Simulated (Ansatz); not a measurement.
# H₅InO₂SSi: one species, many methods

Aim: compute H₅InO₂SSi with functionals from several rungs and with coupled cluster. The yardstick is the atomisation energy at the CCSD(T) limit.

Program: Ansatz 0.2.0, Gaussian basis. Level of theory: functionals in def2-TZVPP, the program's frozen cores in correlated methods. These are calculated values, not measurements.

Plan: LDA (SPW92), PBE-D4, revPBE-D4, BLYP-D4, r2SCAN-D4, B97M-V, PBE0-D4, B3LYP-D4, r2SCANh-D4, r2SCAN0-D4, HSE06-D4, BHLYP-D4, CAM-B3LYP-D4, LC-ωPBE, ωB97X-V, ωB97M-V, B2PLYP, PBE-QIDH; CCSD(T)/def2-SVP; CCSD(T)/def2-TZVPP; MP2/def2-QZVPP; extrapolation to the limit; RPA on PBE.

## Step 1: The geometry

The geometry comes from an earlier relaxation with PBE0-D4 in a triple-zeta def2 set; it is a stationary point, not always the lowest conformer. In takes the def2 core potential; no spin-orbit term is included.

SMILES `[OH][In]([SH])[O][SiH3]`, 10 atoms, charge 0, spin multiplicity 1.

Atoms are counted from 1 here; the program's logs count them from 0.

Bond lengths: O1–In2 1.964 Å, O1–H6 0.961 Å, In2–S3 2.350 Å, In2–O4 1.982 Å, S3–H7 1.346 Å, O4–Si5 1.627 Å, Si5–H8 1.488 Å, Si5–H9 1.488 Å, Si5–H10 1.498 Å. Angles: In2–O1–H6 110.9°, O1–In2–S3 126.9°, O1–In2–O4 112.7°, S3–In2–O4 120.5°, In2–S3–H7 91.4°, In2–O4–Si5 134.4°, O4–Si5–H8 110.7°, O4–Si5–H9 110.7°, O4–Si5–H10 111.0°, H8–Si5–H9 108.8°, H8–Si5–H10 107.7°, H9–Si5–H10 107.7°.

## Step 2: LDA

This LDA is Slater exchange with PW92 correlation.

File in.yaml:

```yaml
crystal:
  periodic: [false, false, false]
  atoms:
    - {symbol: O, position_ang: [-1.802735, 2.163764, 1.569466]}
    - {symbol: In, position_ang: [-0.257545, 1.237264, 0.787332]}
    - {symbol: S, position_ang: [1.989654, 1.917895, 0.881344]}
    - {symbol: O, position_ang: [-0.764414, -0.431931, -0.154472]}
    - {symbol: Si, position_ang: [0.061056, -1.576267, -0.965026]}
    - {symbol: H, position_ang: [-2.616710, 1.683231, 1.393403]}
    - {symbol: H, position_ang: [2.380387, 0.842772, 0.171939]}
    - {symbol: H, position_ang: [-0.406751, -1.664086, -2.374870]}
    - {symbol: H, position_ang: [-0.109276, -2.906017, -0.319203]}
    - {symbol: H, position_ang: [1.526335, -1.266615, -0.989914]}
basis:
  gaussian: {orbitals: def2-TZVPP}
hamiltonian: {xc: lda}
output: {orbitals: {seedname: orbitals}}
```

On the command line:

```console
$ ansatz run in.yaml --threads 4 --pin off --events-out ev --progress --plain --max-ram 10444MiB
```

After this run come: PBE-D4 (GGA); revPBE-D4 (GGA); BLYP-D4 (GGA); r2SCAN-D4 (meta-GGA); B97M-V (meta-GGA); PBE0-D4 (hybrid); B3LYP-D4 (hybrid); r2SCANh-D4 (hybrid); r2SCAN0-D4 (hybrid); HSE06-D4 (hybrid); BHLYP-D4 (hybrid); CAM-B3LYP-D4 (range-separated); LC-ωPBE (range-separated); ωB97X-V (range-separated); ωB97M-V (range-separated); B2PLYP (double hybrid); PBE-QIDH (double hybrid); CCSD(T) in def2-SVP; CCSD(T) in def2-TZVPP; MP2 in def2-QZVPP; RPA on PBE orbitals.

**Question.** What will the summary of the whole plan be? Wanted: atomisation energy, CCSD(T)/CBS; farthest beyond LDA; mean size of error, GGA; mean size of error, meta-GGA; mean size of error, hybrid; mean size of error, range-separated; mean size of error, double hybrid; gap, smallest and largest; T1 diagnostic.

**Answer**, as computed:

| quantity | value |
| --- | --- |
| atomisation energy, CCSD(T)/CBS | 3180.6 kJ/mol |
| functionals within 31.8 kJ/mol (1.0 %) | PBE-D4, B97M-V, ωB97X-V, ωB97M-V |
| farthest beyond LDA | BHLYP-D4 (-171.2 kJ/mol) |
| mean size of error, GGA | 74.4 kJ/mol |
| mean size of error, meta-GGA | 29.5 kJ/mol |
| mean size of error, hybrid | 102.0 kJ/mol |
| mean size of error, range-separated | 39.0 kJ/mol |
| mean size of error, double hybrid | 92.4 kJ/mol |
| gap, smallest and largest | 3.69 eV (LDA (SPW92)), 10.99 eV (LC-ωPBE) |
| T1 diagnostic | 0.0155 |
| triples share of the correlation energy | 3.6 % |

In words: LDA overbinds by 418.2 kJ/mol (13 %). PBE-D4 misses by -29.2 kJ/mol. Double hybrids carry the basis error of their MP2 part in triple zeta, and no dispersion term here, so their miss is partly the set-up's. Taken by rung, meta-GGA functionals do best (29.5 kJ/mol on average) and hybrid ones worst beyond LDA (102.0 kJ/mol). The gap between the best rungs is small, so their order is not settled. The mean of the hybrids holds BHLYP, with half exact exchange. The reference freezes the cores and leaves out spin-orbit coupling and excitations past (T), and its outer-core shells are covered unevenly, so misses under about 31.8 kJ/mol can't be ranked. All levels share the lack of spin-orbit coupling, which lowers the free heavy atoms and so the true binding. Hartree-Fock recovers 68 % of the binding; the rest is correlation. CCSD(T) in def2-SVP is off by -302.6 kJ/mol, which most functionals beat. Orbital gaps span 3.7 to 11.0 eV; exact exchange widens them. Correlated methods include outer-core shells of In, which these sets cover unevenly.
